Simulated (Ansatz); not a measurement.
# C2H4BClO: the cost of one run

Program: Ansatz 0.2.0. Level of theory: RKS PBE/def2-SVP. These are calculated values, not measurements.

1 further run of the same task is left out (it didn't finish).

### 1 The system as given

Bond lengths: B1–O2 1.448 Å, O2–C3 1.392 Å, C3–C4 1.336 Å, C3–Cl5 1.778 Å, B1–H6 1.245 Å, B1–H7 1.179 Å, C4–H8 1.089 Å, C4–H9 1.054 Å. Angles: B1–O2–C3 122.8°, O2–B1–H6 119.6°, O2–B1–H7 125.1°, H6–B1–H7 115.2°, O2–C3–C4 118.9°, O2–C3–Cl5 123.1°, C4–C3–Cl5 117.6°, C3–C4–H8 118.9°, C3–C4–H9 123.6°, H8–C4–H9 116.6°.

As a file:

```xyz
9

B    -0.2283    1.7754   -0.5921
O    -0.2147    0.6921    0.3693
C     0.0784   -0.6233    0.0192
C     0.2122   -1.5339    0.9872
Cl    0.4853   -1.1180   -1.6393
H    -0.5581    2.9185   -0.2259
H    -0.0266    1.6581   -1.7482
H    -0.0473   -1.2583    2.0084
H     0.3876   -2.5568    0.8044
```

### 2 End point A

Contents of input.yaml:

```yaml
crystal:
  periodic: [false, false, false]
  atoms:
    - { symbol: B, position_ang: [-0.2283, 1.7754, -0.5921] }
    - { symbol: O, position_ang: [-0.2147, 0.6921, 0.3693] }
    - { symbol: C, position_ang: [0.0784, -0.6233, 0.0192] }
    - { symbol: C, position_ang: [0.2122, -1.5339, 0.9872] }
    - { symbol: Cl, position_ang: [0.4853, -1.118, -1.6393] }
    - { symbol: H, position_ang: [-0.5581, 2.9185, -0.2259] }
    - { symbol: H, position_ang: [-0.0266, 1.6581, -1.7482] }
    - { symbol: H, position_ang: [-0.0473, -1.2583, 2.0084] }
    - { symbol: H, position_ang: [0.3876, -2.5568, 0.8044] }
basis:
  gaussian: { orbitals: def2-SVP }
hamiltonian:
  xc: pbe
relax:
  f_tol: 0.015
  max_steps: 40
```

Started as:

```
ansatz run input.yaml --threads 2 --pin off --max-ram 3072MiB --backend cpu --events-out ev --progress --plain --runs-dir out
```

What time and memory should one allow on 2 threads of Intel Xeon Platinum 8488C (Sapphire Rapids), shared host?

About 10 s, with a peak of 0.16 GiB.
